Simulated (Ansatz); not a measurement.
# KNi (P4/mmm) in Ansatz: further runs

Runs on KNi. Level: PBEsol+U. Tasks: single point.

Everything below comes from runs of Ansatz 0.2.0. Logs are shortened: lines on timing, memory, paths and dates and some standing lists are left out, and cuts for length are marked.

### 1 The cell of the first run

It takes space group P4/mmm (No. 123, tetragonal). The conventional cell has a = 3.660 Å, b = 3.660 Å, c = 3.479 Å, α = 90.00°, β = 90.00°, γ = 90.00°. Around K (site symmetry 4/mmm) lie 8 Ni at 3.12 Å and 2 K at 3.48 Å. Ni (site symmetry 4/mmm) has 8 K at 3.12 Å and 2 Ni at 3.48 Å as nearest neighbours.

The cell was built by a generator and needn't be a form met in nature.

### 2 Single point, PBEsol+U, collinear spin, ferromagnetic start (another cell of the same crystal, with 4 atoms)

Input file input.yaml:

```yaml
crystal:
  lattice:
    - [3.66047789, 3.66047789, 0.0]
    - [-3.66047789, 3.66047789, 0.0]
    - [0.0, 0.0, 3.47888777]
  atoms:
    - { symbol: K, position: [0.0, 0.0, 0.0] }
    - { symbol: K, position: [0.5, 0.5, 0.0] }
    - { symbol: Ni, position: [0.5, 0.0, 0.5], spin: 2.5 }
    - { symbol: Ni, position: [0.0, 0.5, 0.5], spin: 2.5 }
hamiltonian:
  xc: pbesol
  pseudopotentials: { kind: paw }
  hubbard: { sites: [{ species: Ni, l: d, u_eff: 5.0 }] }
magnetization:
  spin_polarized: true
kpoints:
  mp_grid: { grid: [4, 4, 6] }
scf:
  occupations: { method: fermi_dirac, width: 0.05 }
output:
  forces: true
  stress: true
  eigenvalues: true
```

Potentials or basis: Ansatz PAW.

Launch:

```
$ ansatz run input.yaml --threads 2 --pin off --max-ram 5632MiB --backend cpu --events-out ev --progress --plain --runs-dir out
```

Output:

```text
Warning: where an SCF of this run starts from atoms to list the orders of its open shells, Ni (sites 2, 3, from 0) starts with 2.00 μB on its 3d shell, in the place of the 2.50 μB that the deck gives it: its open shells can hold no more by Hund's first rule. To start from spheres of the given moment, type scf.initial_density.shell_occupations: []
Warning: RAYON_NUM_THREADS=2 ignored (pool sized by the plan → 2); use --threads N
K: projections on atomic orbitals take those of the free atom [Ne] 3s2 3p6 4s1, of charge +0.00 (hamiltonian.pseudopotentials.projection_atoms); the dataset's partial waves leave at most 2.3e-7 of an orbital's norm unspanned inside its sphere
Ni: projections on atomic orbitals take those of the free atom [Ne] 3s2 3p6 3d8 4s2, of charge +0.00 (hamiltonian.pseudopotentials.projection_atoms); the dataset's partial waves leave at most 1.6e-6 of an orbital's norm unspanned inside its sphere
Engine: ansatz 0.2.0, aarch64-unknown-linux-gnu
Pseudopotentials: kind: paw
Pseudopotential: K, paw, valence charge 9, recommended cutoff 420 eV (normal), K.paw.azcp
Pseudopotential: Ni, paw, valence charge 18, recommended cutoff 420 eV (normal), Ni.paw.azcp
Functional definition: PBEsol
  exchange = pbesol_x
  correlation = pbesol_c
Crystal: 4 atoms, lattice volume = 93.228 Å³
Basis set: ecut = 420 eV, 1835 PW (Γ), exchange–correlation on 72×72×48 points (8 copies of the dense FFT grid, shifted against one another)
Bands: 36, of which v1, the nominal top of the filled ones, is band 27 counted from 1 (26 counted from 0)
Symmetry: 32 space group operations
Space group: P4/mmm (ITA 123), of the structure as read, at distance tolerance 4.5e-5 Å
Magnetic group: BNS 123.339 (UNI 999), of the structure as read, at distance tolerance 4.5e-5 Å
k-points: 24 of 96
Non-local potential: K, projectors of the file, l = 0: 3, l = 1: 2, l = 2: 2
Non-local potential: Ni, projectors of the file, l = 0: 3, l = 1: 2, l = 2: 3, l = 3: 1
PAW form: soft (Blöchl's): semilocal exchange-correlation on the pseudo side does not see the compensation charge
PAW frozen core: K, regenerated for the run's functional, and the local potential with it (the file was generated under x = pbe(κ = 0.804, μ = 0.2195149727645171), c = pbe(β = 0.06672455060314922))
PAW frozen core: Ni, regenerated for the run's functional, and the local potential with it (the file was generated under x = pbe(κ = 0.804, μ = 0.2195149727645171), c = pbe(β = 0.06672455060314922))
PAW one-centre angular grid: K, 110 points (default); XC on 64 Gauss nodes
PAW one-centre angular grid: Ni, 590 points (default); XC on 64 Gauss nodes
Initial density: superposition of atomic densities (chi_scale 0.1, normalization cell, long waves kept (reshape's long-wave potential 0.00 eV rms))
Starting moments: Σ|m| = 5 μB on 2 of 4 sites
Initial wavefunctions: pseudopotential atomic-orbital guess
Functional: x = pbesol(κ = 0.804, μ = 0.12345679012345678), c = pbesol(β = 0.046)
iter 1 solved again at ethr=7.00e-4 eV; its pass at ethr=3.10e-3 eV (dr2=3.78e-1 eV) is discarded
SCF iter   1: F=—  HF=-14630.010511 eV  |F-HF|=—  |Δ(HF+E_count)|=         —  Δρ=8.41e-2 (↑7.47e-2 ↓8.41e-2)  dr2=3.74e-1  dr2_m=5.27e0  M=2.006 μB ∫|m|=2.647 μB  β_m=0.30  ethr=7.00e-4  ⟨swp⟩=1.1  Hψ=9472  notcnv=0
preconditioner: auto → Kerker (q_TF=auto, 2.491 Å⁻¹)  [metal: Δε(μ)=0.004 eV  Ē_g=10.410 eV  σ=0.050 eV  W_gap=0.02  n_scr=22 (ndim 8)  ℏωp=22.4 eV  f_vac=0.000  D(μ)=13.51/eV (n_scr^D=196)]
spin=Collinear: Kerker preconditioning applied to the charge; magnetization (m = ρ↑ − ρ↓) channel mixes plain (no charge-response kernel on spin).
SCF iter   2: F=—  HF=-14631.484452 eV  |F-HF|=—  |Δ(HF+E_count)|=    1.47e0  Δρ=9.69e-2 (↑5.31e-2 ↓9.69e-2)  dr2=1.35e0  dr2_m=4.70e0  M=1.752 μB ∫|m|=2.040 μB  β_m=0.30  ethr=6.93e-4  ⟨swp⟩=2.0  Hψ=2341  notcnv=0
SCF iter   3: F=—  HF=-14632.576337 eV  |F-HF|=—  |Δ(HF+E_count)|=    1.09e0  Δρ=6.09e-2 (↑4.45e-2 ↓6.09e-2)  dr2=3.06e-1  dr2_m=2.29e0  M=1.792 μB ∫|m|=2.071 μB  β_m=0.30  ethr=6.93e-4  ⟨swp⟩=2.0  Hψ=2773  notcnv=0  defer=68
SCF iter   4: F=—  HF=-14633.160796 eV  |F-HF|=—  |Δ(HF+E_count)|=   5.84e-1  Δρ=4.11e-2 (↑4.11e-2 ↓3.02e-2)  dr2=9.07e-2  dr2_m=1.06e0  M=1.821 μB ∫|m|=2.137 μB  β_m=0.30  ethr=5.67e-4  ⟨swp⟩=2.4  Hψ=2861  notcnv=0  defer=132
SCF iter   5: F=—  HF=-14633.452305 eV  |F-HF|=—  |Δ(HF+E_count)|=   2.92e-1  Δρ=3.74e-2 (↑2.53e-2 ↓3.74e-2)  dr2=1.34e-1  dr2_m=8.33e-1  M=1.710 μB ∫|m|=1.928 μB  β_m=0.30  ethr=1.68e-4  ⟨swp⟩=2.3  Hψ=3372  notcnv=0  defer=128
SCF iter   6: F=—  HF=-14633.634911 eV  |F-HF|=—  |Δ(HF+E_count)|=   1.83e-1  Δρ=3.25e-2 (↑1.78e-2 ↓3.25e-2)  dr2=1.68e-1  dr2_m=5.24e-1  M=1.660 μB ∫|m|=1.868 μB  β_m=0.30  ethr=1.68e-4  ⟨swp⟩=1.5  Hψ=1805  notcnv=0  defer=128
SCF iter   7: F=—  HF=-14633.798127 eV  |F-HF|=—  |Δ(HF+E_count)|=   1.63e-1  Δρ=3.25e-2 (↑1.15e-2 ↓3.25e-2)  dr2=2.44e-1  dr2_m=3.59e-1  M=1.674 μB ∫|m|=1.840 μB  β_m=0.30  ethr=1.68e-4  ⟨swp⟩=1.2  Hψ=1986  notcnv=0  defer=128
SCF iter   8: F=—  HF=-14634.004400 eV  |F-HF|=—  |Δ(HF+E_count)|=   2.06e-1  Δρ=3.08e-2 (↑1.11e-2 ↓3.08e-2)  dr2=2.03e-1  dr2_m=2.13e-1  M=1.825 μB ∫|m|=1.991 μB  β_m=1.00  ethr=1.68e-4  ⟨swp⟩=2.0  Hψ=2343  notcnv=0  defer=128
SCF iter   9: F=—  HF=-14634.321857 eV  |F-HF|=—  |Δ(HF+E_count)|=   3.17e-1  Δρ=3.09e-2 (↑1.65e-2 ↓3.09e-2)  dr2=3.95e-1  dr2_m=4.53e-2  M=1.871 μB ∫|m|=2.033 μB  β_m=1.00  ethr=1.68e-4  ⟨swp⟩=2.5  Hψ=3173  notcnv=0  defer=130
SCF iter  10: F=—  HF=-14634.748872 eV  |F-HF|=—  |Δ(HF+E_count)|=   4.27e-1  Δρ=3.14e-2 (↑2.34e-2 ↓3.14e-2)  dr2=5.97e-1  dr2_m=1.99e-2  M=2.018 μB ∫|m|=2.165 μB  β_m=1.00  ethr=1.68e-4  ⟨swp⟩=2.0  Hψ=1993  notcnv=0  defer=130
SCF iter  11: F=—  HF=-14635.120266 eV  |F-HF|=—  |Δ(HF+E_count)|=   3.71e-1  Δρ=2.88e-2 (↑2.80e-2 ↓2.88e-2)  dr2=7.22e-1  dr2_m=2.32e-4  M=2.029 μB ∫|m|=2.178 μB  β_m=1.00  ethr=1.68e-4  ⟨swp⟩=2.1  Hψ=2086  notcnv=0  defer=124
SCF iter  12: F=—  HF=-14635.320391 eV  |F-HF|=—  |Δ(HF+E_count)|=   2.00e-1  Δρ=2.85e-2 (↑2.82e-2 ↓2.85e-2)  dr2=6.90e-1  dr2_m=1.11e-4  M=2.032 μB ∫|m|=2.175 μB  β_m=0.30  ethr=1.68e-4  ⟨swp⟩=1.6  Hψ=1947  notcnv=0  defer=117
[... 102 lines left out ...]
SCF iter  46: F=—  HF=-14635.213931 eV  |F-HF|=—  |Δ(HF+E_count)|=         —  Δρ=2.65e-4 (↑1.67e-4 ↓2.65e-4)  dr2=4.18e-5  dr2_m=1.85e-5  M=0.003 μB ∫|m|=2.105 μB  ethr=1.04e-6  ⟨swp⟩=2.1  Hψ=6240  notcnv=0  defer=294
Mixer restart at iter 46: flushing history
SCF iter  47: F=—  HF=-14635.229717 eV  |F-HF|=—  |Δ(HF+E_count)|=         —  Δρ=3.11e-6 (↑3.11e-6 ↓1.25e-6)  dr2=4.58e-9  dr2_m=2.02e-9  M=-0.000 μB ∫|m|=2.092 μB  β_m=0.86  ethr=5.14e-11  ⟨swp⟩=4.3  Hψ=11617  notcnv=0  defer=192
SCF iter  48: F=—  HF=-14635.229717 eV  |F-HF|=—  |Δ(HF+E_count)|=   7.21e-9  Δρ=2.94e-6 (↑2.94e-6 ↓8.51e-7)  dr2=2.70e-9  dr2_m=1.84e-9  M=-0.000 μB ∫|m|=2.092 μB  β_m=0.93  ethr=8.48e-12  ⟨swp⟩=2.1  Hψ=6951  notcnv=0  defer=192
SCF iter  49: F=-14635.229717 eV  HF=-14635.229717 eV  |F-HF|=2.49e-9  |Δ(HF+E_count)|=   8.18e-9  Δρ=3.09e-6 (↑3.09e-6 ↓1.61e-6)  dr2=6.29e-9  dr2_m=1.71e-9  M=-0.000 μB ∫|m|=2.092 μB  ethr=5.00e-12  ⟨swp⟩=5.8  Hψ=14793  notcnv=0
SCF 4 converged in 49 iterations: F = -14635.229717 eV  dr2 = 6.29e-9
WARN: the run's close named another order or size of the moments than the input gives or it holds, and an SCF from ferromagnetic starting moments (0.00, 0.00, 2.00, 2.00 Bohr magnetons, atom by atom) closed 23.49 meV lower in free energy than the state that the run had reached: every number and product of the report is of that SCF, unless a later one, a look outside its group or a two-sided probe led on from there, or a search from the state of the run's own order led to another. It is not held to 31 operations of the crystal's symmetry, which are not found to keep those moments or, where shells were raised to Hund's moment, may not keep their filling. To try no other order, type scf.lower_state_search: off
Starting moments: Σ|m| = 4 μB on 2 of 4 sites; this step starts from the density that it was given
iter 1 solved again at ethr=1.16e-11 eV; its pass at ethr=1.85e-6 eV (dr2=6.28e-9 eV) is discarded
SCF iter   1: F=—  HF=-14635.229717 eV  |F-HF|=—  |Δ(HF+E_count)|=         —  Δρ=3.09e-6 (↑3.09e-6 ↓1.61e-6)  dr2=6.28e-9  dr2_m=1.71e-9  M=-0.000 μB ∫|m|=2.092 μB  ethr=1.16e-11  ⟨swp⟩=1.0  Hψ=17672  notcnv=0
preconditioner: auto → Kerker (q_TF=auto, 2.491 Å⁻¹)  [metal: Δε(μ)=0.105 eV  Ē_g=10.791 eV  σ=0.050 eV  W_gap=0.47  n_scr=22 (ndim 8)  ℏωp=22.4 eV  f_vac=0.000  D(μ)=1.15/eV (n_scr^D=4)]
spin=Collinear: Kerker preconditioning applied to the charge; magnetization (m = ρ↑ − ρ↓) channel mixes plain (no charge-response kernel on spin).
SCF iter   2: F=—  HF=-14635.229712 eV  |F-HF|=—  |Δ(HF+E_count)|=   5.02e-6  Δρ=4.82e-5 (↑4.82e-5 ↓4.79e-5)  dr2=1.50e-6  dr2_m=1.79e-7  M=-0.000 μB ∫|m|=2.092 μB  ethr=1.85e-6  ⟨swp⟩=2.0  Hψ=11724  notcnv=0
SCF iter   3: F=-14635.229714 eV  HF=-14635.229714 eV  |F-HF|=1.47e-8  |Δ(HF+E_count)|=   1.32e-6  Δρ=4.13e-6 (↑3.88e-6 ↓4.13e-6)  dr2=1.92e-8  dr2_m=2.48e-9  M=-0.000 μB ∫|m|=2.092 μB  ethr=1.85e-10  ⟨swp⟩=2.0  Hψ=12733  notcnv=0
an SCF along what the orbitals of the run's state read of its open shells (or to have them read: on a GPU, or by another smearing), with 31 of the crystal's symmetry operations given up (52 k-points in place of 24), reached no lower state that the run goes on to. This is no proof of a minimum
SCF converged after 49 iterations
Magnetization: -0.0000 μB (27.0000 up, 27.0000 down)
Absolute magnetization: 2.0861 μB (∫|ρ↑−ρ↓|, with the PAW one-centre terms)
Spin contamination: 1.0037 ħ² per cell (⟨S²⟩ above its minimum at these occupations)
Per-site moments (μB) at R_I (Å): [(3.412976981551312e-7, 1.286392623670177), (-8.222882270690752e-7, 1.286392623670177), (1.0034445375360148, 1.286392623670177), (-1.003444649468109, 1.286392623670177)]
Free energy (F): -14635.229717 eV
Harris-Foulkes:  -14635.229717 eV  (|F-HF|=2.49e-9)
Internal energy: -14635.220910 eV  (E = F + TS)
E sigma→0 (E₀):  -14635.225314 eV
Entropy (-TS):   -0.008807 eV (-2.202 meV/atom)
Fermi energy:    7.654217 eV
--- Per-component energies (eV) ---
  E_band       = -1098.565307
  E_kinetic    = 1077.211124
  E_local      = -10703.345282  (includes V_loc(G=0)·N_el)
  E_nonlocal   = 1328.759082
  E_hartree    = 4461.413888
  E_xc         = -429.628257
  E_vxc        = -537.680493  (∫ρ·V_xc dr)
  E_hubbard    = 0.745686  (on-site DFT+U / exact-exchange correction)
  E_vhub       = -42.886853  (the Hubbard potential's part of the band-sum identity)
  E_paw        = -4734.792271  (= ΣΔE_a)
  E_vpaw       = -1143.446824  (= ΣTr[D̂ρ^β])
  E_aug_tail   = 0.001067  (compensation charges beyond the density's cutoff)
  E_ewald      = -5636.196295
  E_core_change = 0.610348  (= ΣΔE_core)
  E_smearing   = -0.008807  (= −TS)
  E_closure    = -0.000000  (closes the sum)
  Σ components = -14635.229717   (vs F -14635.229717, Δ=0.00e0)
--- Forces (eV/Å), atoms counted from 1 ---
  atom   1  K      0.00000000     0.00000000     0.00000000
  atom   2  K     -0.00000000    -0.00000000     0.00000000
  atom   3  Ni    -0.00000000    -0.00000000    -0.00000000
  atom   4  Ni     0.00000000     0.00000000    -0.00000000
  max |Σ_I F_I| component: 2.63e-9 eV/Å
--- Stress (GPa, compression-positive) ---
        6.421570       0.000097       0.000095
        0.000097       6.419799      -0.000152
        0.000092      -0.000148       4.930870
  P = ⅓ Tr σ = 5.9241 GPa (59.241 kbar)
--- Band table (eV; the first three rows and the last of 104) ---
  k-point 0 ↑: bands = ["-94.7878", "-93.6419", "-56.5206", "-54.7640", "-54.7633", "-54.7039", "-54.0043", "-54.0029", "-22.6165", "-22.5486", "-6.4383", "-6.4382", "-6.0560", "-6.0560", "-5.9803", "-5.9013", "2.3174", "3.3748", "3.9475", "3.9477", "4.2616", "4.3342", "4.5343", "4.5356", "5.1378", "5.3372", "6.3461", "9.5033", "9.7743", "9.7744", "12.0175", "12.0375", "12.2555", "14.5502", "14.5503", "15.2839"]
  k-point 1 ↑: bands = ["-94.7877", "-93.6420", "-56.5210", "-54.7639", "-54.7633", "-54.7043", "-54.0043", "-54.0029", "-22.6009", "-22.5332", "-6.4180", "-6.4180", "-6.1590", "-6.0553", "-6.0418", "-6.0418", "2.4379", "3.8065", "3.9191", "3.9194", "4.3037", "4.3939", "4.5014", "4.5027", "5.1700", "5.3491", "6.6651", "9.5119", "9.5565", "9.5566", "11.7143", "12.1063", "12.7061", "13.9173", "13.9173", "15.0529"]
  k-point 2 ↑: bands = ["-94.7876", "-93.6420", "-56.5218", "-54.7639", "-54.7632", "-54.7052", "-54.0042", "-54.0028", "-22.5695", "-22.5020", "-6.4933", "-6.3768", "-6.3768", "-6.3484", "-6.0133", "-6.0133", "2.6804", "3.8649", "3.8652", "4.3878", "4.4382", "4.4395", "4.4931", "4.9989", "5.2335", "5.3752", "7.6192", "8.8325", "9.1221", "9.1222", "10.4343", "12.1580", "12.3220", "13.0682", "13.0683", "14.4983"]
  k-point 51 ↓: bands = ["-94.7876", "-93.6419", "-56.5223", "-54.7650", "-54.7622", "-54.7056", "-54.0035", "-54.0032", "-22.5243", "-22.5243", "-6.5404", "-6.5404", "-6.4046", "-6.4038", "-5.9452", "-5.9429", "2.7704", "3.6518", "3.6528", "4.2424", "4.2427", "4.3339", "4.4392", "4.9896", "5.1163", "7.0785", "7.1975", "9.4913", "9.7455", "10.1219", "10.1222", "10.3284", "12.0694", "12.0695", "14.7574", "14.8177"]
Occupation matrices written to <dir>
```

Run time: 3 min. Hardware: 2 threads of Arm Neoverse V2, shared host; peak memory 1 GiB.

What came out:

| Item | Value |
| --- | --- |
| Free energy | -14635.2297 eV |
| Pressure | 5.9 GPa |
| Band gap on the k mesh | none (metal or under the smearing width) |
| Net moment | 0.00 μB per cell |
| Absolute moment | 2.09 μB per cell |
| Site moments | K +0.00, -0.00; Ni +1.00, -1.00 μB |

Eigenvalues of the final occupation matrices:
```csv
site,spin,trace,eigenvalues
site 1,1,4.94,0.98 0.99 0.99 0.99 0.99
site 1,2,3.94,0.01 0.97 0.98 0.99 0.99
site 2,1,3.94,0.01 0.97 0.98 0.99 0.99
site 2,2,4.94,0.98 0.99 0.99 0.99 0.99
```

Caveat: the magnetic or orbital state may not be the lowest; the PAW data sets come from PBE, with cores solved anew for the run's functional, which leaves a small shift of forces and pressure; the U is typed as a test and isn't derived for this compound. The state reached can hang on the start; a lower one may exist.

(Continued in part 2 of 2.)
